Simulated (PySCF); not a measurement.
**CH3BFN (SMILES BN=CF) at 6 levels**

We compute a comparison of 6 runs (HF/def2-SVP, B3LYP/6-31G*, CAM-B3LYP/6-31G*, PBE0/def2-SVP, PBE/6-311G**, TPSSh/6-311G**) of CH3BFN. 

The results are computed with PySCF 2.14.0.

**1. The molecule**

CH3BFN has 7 atoms, charge 0, and is taken as a singlet. As SMILES, `BN=CF`. The shape is that of a PBE0-D4/def2-TZVP optimisation.

Bond lengths: B1–N2 1.364 Å, N2–C3 1.223 Å, C3–F4 1.339 Å, B1–H5 1.196 Å, B1–H6 1.196 Å, C3–H7 1.088 Å. Angles: B1–N2–C3 178.6°, N2–C3–F4 122.5°, N2–B1–H5 118.8°, N2–B1–H6 118.8°, N2–C3–H7 126.7°, F4–C3–H7 110.8°, H5–B1–H6 122.5°.

**2. Energy and gradient at HF/def2-SVP (run 1)**

input.py reads:

```python
import pyscf.grad
from pyscf import gto, scf

system = gto.M(
    atom='''
B       -0.480500       1.089800       0.570900
N        0.018600      -0.008400      -0.066500
C        0.466800      -1.006900      -0.611700
F        0.739900      -2.132000       0.060700
H        0.284400       1.897100       1.009900
H       -1.666300       1.214200       0.659800
H        0.698200      -1.122000      -1.669000
''',
    basis='def2-svp',
    verbose=4,
    charge=0,
    max_memory=1860,
)

myscf = scf.RHF(system)
myscf.conv_tol = 1e-10
myscf.kernel()
if not myscf.converged:
    myscf = myscf.newton().run(myscf.mo_coeff, myscf.mo_occ)

energy = myscf.e_tot
print(f'total energy: {energy:.8f} hartree')
grad = myscf.Gradients().kernel()
myscf.analyze()
```

The run is started by

```console
OMP_NUM_THREADS=1 python input.py
```

Log:

```text
PySCF version 2.14.0

[... 66 lines left out ...]
total energy: -218.01517453 hartree
[... 22 lines left out ...]
MO #1   energy= -26.3162652218913  occ= 2
[... 6 lines left out ...]
MO #8   energy= -0.806757740760956 occ= 2
[... 6 lines left out ...]
MO #15  energy= -0.429973408397867 occ= 2
[... 6 lines left out ...]
MO #22  energy= 0.347039136040996  occ= 0
[... 6 lines left out ...]
MO #29  energy= 0.703467315252224  occ= 0
[... 6 lines left out ...]
MO #36  energy= 1.16912095885926   occ= 0
[... 6 lines left out ...]
MO #43  energy= 1.54865826755811   occ= 0
[... 6 lines left out ...]
MO #50  energy= 1.98258395946438   occ= 0
[... 6 lines left out ...]
MO #57  energy= 2.43285231962267   occ= 0
[... 6 lines left out ...]
MO #64  energy= 3.36334963396252   occ= 0
[... 6 lines left out ...]
MO #71  energy= 4.25258589410424   occ= 0
[... 42 lines left out ...]
pop of  2 C 3dxz          0.00171
pop of  2 C 3dx2-y2       0.00462
pop of  3 F 1s            1.99998
pop of  3 F 2s            1.82338
pop of  3 F 3s            0.00362
pop of  3 F 2px           1.91639
pop of  3 F 2py           1.69047
pop of  3 F 2pz           1.87158
pop of  3 F 3px           0.00156
pop of  3 F 3py           0.00106
pop of  3 F 3pz           0.00229
pop of  3 F 3dxy          0.00088
pop of  3 F 3dyz          0.00207
pop of  3 F 3dz^2         0.00058
pop of  3 F 3dxz          0.00039
pop of  3 F 3dx2-y2       0.00142
pop of  4 H 1s            1.01620
pop of  4 H 2s            0.00461
pop of  4 H 2px           0.00122
pop of  4 H 2py           0.00125
pop of  4 H 2pz           0.00039
pop of  5 H 1s            1.01619
pop of  5 H 2s            0.00461
pop of  5 H 2px           0.00262
pop of  5 H 2py           0.00017
pop of  5 H 2pz           0.00007
pop of  6 H 1s            0.87537
pop of  6 H 2s            0.01466
pop of  6 H 2px           0.00019
pop of  6 H 2py           0.00058
pop of  6 H 2pz           0.00258
 ** Mulliken atomic charges  **
charge of    0B =      0.09018
charge of    1N =     -0.25315
charge of    2C =      0.41935
charge of    3F =     -0.31568
charge of    4H =     -0.02367
charge of    5H =     -0.02366
charge of    6H =      0.10662
Dipole moment(X, Y, Z, Debye):  0.33125, -0.04443, -1.75039
```

It took 2.8 s on 1 thread of Arm Neoverse V1, shared host; peak memory 0.14 GiB.

**3. Energy and gradient at B3LYP/6-31G(d) (spherical functions) (run 2)**

input.py reads:

```python
from pyscf import gto, dft

mol = gto.Mole()
mol.atom = '''
B   -0.480500   1.089800   0.570900
N    0.018600  -0.008400  -0.066500
C    0.466800  -1.006900  -0.611700
F    0.739900  -2.132000   0.060700
H    0.284400   1.897100   1.009900
H   -1.666300   1.214200   0.659800
H    0.698200  -1.122000  -1.669000
'''
mol.basis = '6-31g*'
mol.max_memory = 1860
mol.verbose = 4
mol.build()

ks = dft.RKS(mol)
ks.xc = 'b3lyp'
ks.grids.level = 5
ks.conv_tol = 1e-10
ks.kernel()
if not ks.converged:
    ks = ks.newton().run(ks.mo_coeff, ks.mo_occ)

e_final = ks.e_tot
print('E = %.10f Eh' % e_final)
grad = ks.nuc_grad_method().kernel()
ks.analyze()
```

The run is started by

```console
OMP_NUM_THREADS=1 python input.py
```

Log:

```text
PySCF version 2.14.0

[... 93 lines left out ...]
Nuclear Repulsion Energy =             101.277013874470342
[... 7 lines left out ...]
MO #2   energy= -14.3498416275653  occ= 2
[... 5 lines left out ...]
MO #8   energy= -0.586904905833622 occ= 2
[... 5 lines left out ...]
MO #14  energy= -0.311113225101193 occ= 2
[... 5 lines left out ...]
MO #20  energy= 0.194390802659944  occ= 0
[... 5 lines left out ...]
MO #26  energy= 0.434425819157896  occ= 0
[... 5 lines left out ...]
MO #32  energy= 0.872105213786873  occ= 0
[... 5 lines left out ...]
MO #38  energy= 1.19988337281744   occ= 0
[... 5 lines left out ...]
MO #44  energy= 1.4541954717049    occ= 0
[... 5 lines left out ...]
MO #50  energy= 1.79630222302117   occ= 0
[... 5 lines left out ...]
MO #56  energy= 2.17649256638692   occ= 0
[... 5 lines left out ...]
MO #62  energy= 3.34932976603498   occ= 0
[... 33 lines left out ...]
pop of  2 C 2px           0.92985
pop of  2 C 2py           0.79294
pop of  2 C 2pz           0.99446
pop of  2 C 3px           0.00432
pop of  2 C 3py           0.02013
pop of  2 C 3pz           0.01462
pop of  2 C 3dxy          0.00303
pop of  2 C 3dyz          0.00436
pop of  2 C 3dz^2         0.00364
pop of  2 C 3dxz          0.00128
pop of  2 C 3dx2-y2       0.00298
pop of  3 F 1s            1.99997
pop of  3 F 2s            1.83616
pop of  3 F 3s            0.00358
pop of  3 F 2px           1.87739
pop of  3 F 2py           1.66180
pop of  3 F 2pz           1.85516
pop of  3 F 3px           0.00101
pop of  3 F 3py           0.00131
pop of  3 F 3pz           0.00220
pop of  3 F 3dxy          0.00151
pop of  3 F 3dyz          0.00316
pop of  3 F 3dz^2         0.00116
pop of  3 F 3dxz          0.00068
pop of  3 F 3dx2-y2       0.00221
pop of  4 H 1s            0.97981
pop of  4 H 2s            0.00450
pop of  5 H 1s            0.97980
pop of  5 H 2s            0.00450
pop of  6 H 1s            0.86766
pop of  6 H 2s            0.01153
 ** Mulliken atomic charges  **
charge of    0B =     -0.05871
charge of    1N =     -0.14224
charge of    2C =      0.29606
charge of    3F =     -0.24731
charge of    4H =      0.01570
charge of    5H =      0.01570
charge of    6H =      0.12081
Dipole moment(X, Y, Z, Debye):  0.41096, -0.41362, -1.47518
```

It took 14 s on 1 thread of Arm Neoverse V1, shared host; peak memory 0.62 GiB.

Runs 3 to 4 aren't shown in full; the table further down has their settings and results.

**4. Energy and forces at PBE/6-311G(d,p) (run 5)**

input.py reads:

```python
# BN=CF
import pyscf.grad
from pyscf import gto, dft

system = gto.Mole()
system.atom = '''
B   -0.480500   1.089800   0.570900
N    0.018600  -0.008400  -0.066500
C    0.466800  -1.006900  -0.611700
F    0.739900  -2.132000   0.060700
H    0.284400   1.897100   1.009900
H   -1.666300   1.214200   0.659800
H    0.698200  -1.122000  -1.669000
'''
system.verbose = 4
system.basis = '6-311g**'
system.max_memory = 1860
system.charge = 0
system.build()

mf = dft.RKS(system)
mf.xc = 'pbe'
mf.conv_tol = 1e-10
mf.grids.level = 5
mf.kernel()
if not mf.converged:
    mf = mf.newton().run(mf.mo_coeff, mf.mo_occ)

e_final = mf.e_tot
print('E(%s) = %.9f' % ('PBE', e_final))
grad = mf.Gradients().kernel()
mf.analyze()
```

The run is started by

```console
OMP_NUM_THREADS=1 python input.py
```

Log:

```text
PySCF version 2.14.0

[... 102 lines left out ...]
DFT Exchange-Correlation Energy =      -27.733771271734717
[... 10 lines left out ...]
MO #9   energy= -0.49824545076936  occ= 2
[... 8 lines left out ...]
MO #18  energy= 0.0460611502250963 occ= 0
[... 8 lines left out ...]
MO #27  energy= 0.326613352627742  occ= 0
[... 8 lines left out ...]
MO #36  energy= 0.712439493910245  occ= 0
[... 8 lines left out ...]
MO #45  energy= 1.11480565829445   occ= 0
[... 8 lines left out ...]
MO #54  energy= 1.61476096717944   occ= 0
[... 8 lines left out ...]
MO #63  energy= 2.13765504649376   occ= 0
[... 8 lines left out ...]
MO #72  energy= 2.87177083176666   occ= 0
[... 8 lines left out ...]
MO #81  energy= 4.05571516766441   occ= 0
[... 8 lines left out ...]
MO #90  energy= 66.2399155136456   occ= 0
[... 61 lines left out ...]
pop of  3 F 2py           1.65754
pop of  3 F 2pz           1.85280
pop of  3 F 3px           0.00106
pop of  3 F 3py           0.00165
pop of  3 F 3pz           0.00213
pop of  3 F 4px           0.00014
pop of  3 F 4py           0.00015
pop of  3 F 4pz           0.00020
pop of  3 F 3dxy          0.00055
pop of  3 F 3dyz          0.00123
pop of  3 F 3dz^2         0.00039
pop of  3 F 3dxz          0.00023
pop of  3 F 3dx2-y2       0.00085
pop of  4 H 1s            0.96527
pop of  4 H 2s            0.00425
pop of  4 H 3s            0.00096
pop of  4 H 2px           0.00060
pop of  4 H 2py           0.00065
pop of  4 H 2pz           0.00020
pop of  5 H 1s            0.96527
pop of  5 H 2s            0.00425
pop of  5 H 3s            0.00096
pop of  5 H 2px           0.00136
pop of  5 H 2py           0.00007
pop of  5 H 2pz           0.00003
pop of  6 H 1s            0.85892
pop of  6 H 2s            0.00956
pop of  6 H 3s            0.00379
pop of  6 H 2px           0.00022
pop of  6 H 2py           0.00062
pop of  6 H 2pz           0.00103
 ** Mulliken atomic charges  **
charge of    0B =     -0.10032
charge of    1N =     -0.11731
charge of    2C =      0.26402
charge of    3F =     -0.22836
charge of    4H =      0.02805
charge of    5H =      0.02805
charge of    6H =      0.12587
Dipole moment(X, Y, Z, Debye):  0.41018, -0.41190, -1.47368
```

Wall time 23 s (1 thread of Arm Neoverse V1, shared host); peak memory 0.9 GiB.

**5. Energy and gradient at TPSSh/6-311G(d,p) (run 6)**

calc.py reads:

```python
# BN=CF
import pyscf.grad
from pyscf import gto, dft

mol = gto.Mole()
mol.atom = [
    ('B', (-0.480500, 1.089800, 0.570900)),
    ('N', (0.018600, -0.008400, -0.066500)),
    ('C', (0.466800, -1.006900, -0.611700)),
    ('F', (0.739900, -2.132000, 0.060700)),
    ('H', (0.284400, 1.897100, 1.009900)),
    ('H', (-1.666300, 1.214200, 0.659800)),
    ('H', (0.698200, -1.122000, -1.669000)),
]
mol.verbose = 3
mol.max_memory = 1860
mol.basis = '6-311g**'
mol.charge = 0
mol.spin = 0
mol.build()

mf = dft.RKS(mol, xc='tpssh')
mf.conv_tol = 1e-10
mf.grids.level = 5
mf.kernel()
if not mf.converged:
    mf = mf.newton().run(mf.mo_coeff, mf.mo_occ)

e_tot = mf.e_tot
print(f'total energy: {e_tot:.8f} hartree')
grad = mf.Gradients().kernel()
mf.analyze()
```

The run is started by

```console
OMP_NUM_THREADS=1 python calc.py
```

Log:

```text
converged SCF energy = -219.420013905143
[... 13 lines left out ...]
MO #2   energy= -14.2655411665132  occ= 2
[... 7 lines left out ...]
MO #10  energy= -0.468275515587681 occ= 2
[... 7 lines left out ...]
MO #18  energy= 0.0659355764307996 occ= 0
[... 7 lines left out ...]
MO #26  energy= 0.313722630141275  occ= 0
[... 7 lines left out ...]
MO #34  energy= 0.721195933216645  occ= 0
[... 7 lines left out ...]
MO #42  energy= 1.03888627943989   occ= 0
[... 7 lines left out ...]
MO #50  energy= 1.52133512135911   occ= 0
[... 7 lines left out ...]
MO #58  energy= 1.93465927438087   occ= 0
[... 7 lines left out ...]
MO #66  energy= 2.53541886457363   occ= 0
[... 7 lines left out ...]
MO #74  energy= 3.18773204755566   occ= 0
[... 7 lines left out ...]
MO #82  energy= 4.67121519163454   occ= 0
[... 7 lines left out ...]
MO #90  energy= 66.9255300537309   occ= 0
[... 8 lines left out ...]
Dipole moment(X, Y, Z, Debye):  0.38766, -0.31469, -1.53779
```

It took 45 s on 1 thread of Arm Neoverse V1, shared host; peak memory 0.91 GiB.

**6. The series**

| run | level | integration grid | energy (Eh) | dipole moment (D) | HOMO energy (eV) | LUMO energy (eV) | wall time |
| --- | --- | --- | --- | --- | --- | --- | --- |
| 1 | HF/def2-SVP | – | -218.015175 | 1.78 | -11.70 | 3.32 | 2.8 s |
| 2 | B3LYP/6-31G* (spherical functions) | 5 | -219.352335 | 1.59 | -8.13 | -0.37 | 14 s |
| 3 | CAM-B3LYP/6-31G* (spherical functions) | 5 | -219.256795 | 1.61 | -9.71 | 1.14 | 20 s |
| 4 | PBE0/def2-SVP | 5 | -218.944570 | 1.62 | -8.52 | -0.41 | 16 s |
| 5 | PBE/6-311G** | 5 | -219.159048 | 1.58 | -7.21 | -1.50 | 23 s |
| 6 | TPSSh/6-311G** | 5 | -219.420014 | 1.62 | -7.87 | -0.91 | 45 s |

**7. Summary of results**

| quantity | value |
| --- | --- |
| run 6: total energy | -219.42001 Eh |
| run 6: dipole moment | 1.62 D |
| run 6: HOMO energy | -7.87 eV |
| run 6: LUMO energy | -0.91 eV |
| run 6: HOMO–LUMO gap | 6.96 eV |
| run 6: largest force on an atom | 0.639 eV/Å |

The dipole moment (its size) runs from 1.58 D (PBE/6-311G**) to 1.78 D (HF/def2-SVP). The two ends differ in method and basis. The HOMO–LUMO gap runs from 5.71 eV (PBE/6-311G**) to 15.02 eV (HF/def2-SVP). Totals of different functionals can't be ranked against each other. All runs together took 2 min, the longest 45 s.
